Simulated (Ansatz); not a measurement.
# C₂H₁₀AlGaSi: basis-set convergence

An exercise on one series of results from a longer session: the logs are not shown, and one member is left open.

Method: one geometry, several basis sets; program: Ansatz 0.2.0, Gaussian basis.

Plan: PBE0-D4/def2-SVP; ωB97M-V/def2-SVP; PBE0-D4/def2-QZVPP; ωB97M-V/def2-QZVPP; the functionals' def2-TZVPP values are taken from earlier runs.

### The relaxed structure

All runs share one geometry, relaxed beforehand with PBE0-D4 in a triple-zeta def2 set.

SMILES `[CH3][Ga]([CH3])[SiH2][AlH2]`, 15 atoms, charge 0, spin multiplicity 1.

Atoms are counted from 1 here; the program's logs count them from 0.

Bond lengths: C1–Ga2 1.975 Å, C1–H6 1.092 Å, C1–H7 1.091 Å, C1–H8 1.095 Å, Ga2–C3 1.975 Å, Ga2–Si4 2.420 Å, C3–H9 1.091 Å, C3–H10 1.093 Å, C3–H11 1.095 Å, Si4–Al5 2.435 Å, Si4–H12 1.495 Å, Si4–H13 1.495 Å, Al5–H14 1.591 Å, Al5–H15 1.591 Å. Angles: Ga2–C1–H6 111.8°, Ga2–C1–H7 111.8°, Ga2–C1–H8 108.9°, H6–C1–H7 109.2°, H6–C1–H8 107.7°, H7–C1–H8 107.2°, C1–Ga2–C3 120.3°, C1–Ga2–Si4 119.6°, C3–Ga2–Si4 120.1°, Ga2–C3–H9 112.6°, Ga2–C3–H10 111.2°, Ga2–C3–H11 108.7°, H9–C3–H10 109.3°, H9–C3–H11 107.6°, H10–C3–H11 107.3°, Ga2–Si4–Al5 110.4°, Ga2–Si4–H12 109.6°, Ga2–Si4–H13 109.8° and more.

Set-up of the first run:

The input, in.yaml:

```yaml
crystal:
  periodic: [false, false, false]
  atoms:
    - {symbol: C, position_ang: [-1.546072, -0.483822, 1.750282]}
    - {symbol: Ga, position_ang: [0.128940, -0.330442, 0.715375]}
    - {symbol: C, position_ang: [1.418971, -1.824982, 0.679912]}
    - {symbol: Si, position_ang: [0.552858, 1.667895, -0.581361]}
    - {symbol: Al, position_ang: [-0.412832, 1.454678, -2.807037]}
    - {symbol: H, position_ang: [-1.472005, -1.240959, 2.533305]}
    - {symbol: H, position_ang: [-1.835271, 0.468745, 2.197608]}
    - {symbol: H, position_ang: [-2.354434, -0.781814, 1.073730]}
    - {symbol: H, position_ang: [2.059739, -1.804735, -0.202525]}
    - {symbol: H, position_ang: [0.908402, -2.789524, 0.732755]}
    - {symbol: H, position_ang: [2.065999, -1.750546, 1.560445]}
    - {symbol: H, position_ang: [2.026675, 1.891692, -0.691376]}
    - {symbol: H, position_ang: [-0.035342, 2.854505, 0.111607]}
    - {symbol: H, position_ang: [-1.922619, 1.875006, -3.079943]}
    - {symbol: H, position_ang: [0.416980, 0.794323, -3.992776]}
basis:
  gaussian: {orbitals: def2-SVP}
hamiltonian: {xc: pbe0, dispersion: d4}
output: {orbitals: {seedname: orbitals}}
```

Among the steps run: PBE0-D4 in def2-SVP; ωB97M-V in def2-SVP; PBE0-D4 in def2-QZVPP; ωB97M-V in def2-QZVPP.

One table of the session follows, with a row left open; its other results are not shown here.

It belongs to the step «Density functionals: the series». 

| functional | basis | HOMO (eV) | LUMO (eV) |
| --- | --- | --- | --- |
| PBE0-D4 | def2-SVP | -6.75 | -2.13 |
| PBE0-D4 | def2-TZVPP | -6.75 | -2.16 |
| PBE0-D4 | def2-QZVPP | ? | ? |
| ωB97M-V | def2-SVP | -8.63 | -0.50 |
| ωB97M-V | def2-TZVPP | -8.65 | -0.56 |
| ωB97M-V | def2-QZVPP | -8.65 | -0.63 |

**Question.** Estimate the row for PBE0-D4, def2-QZVPP.

As computed: HOMO (eV): -6.75; LUMO (eV): -2.17.
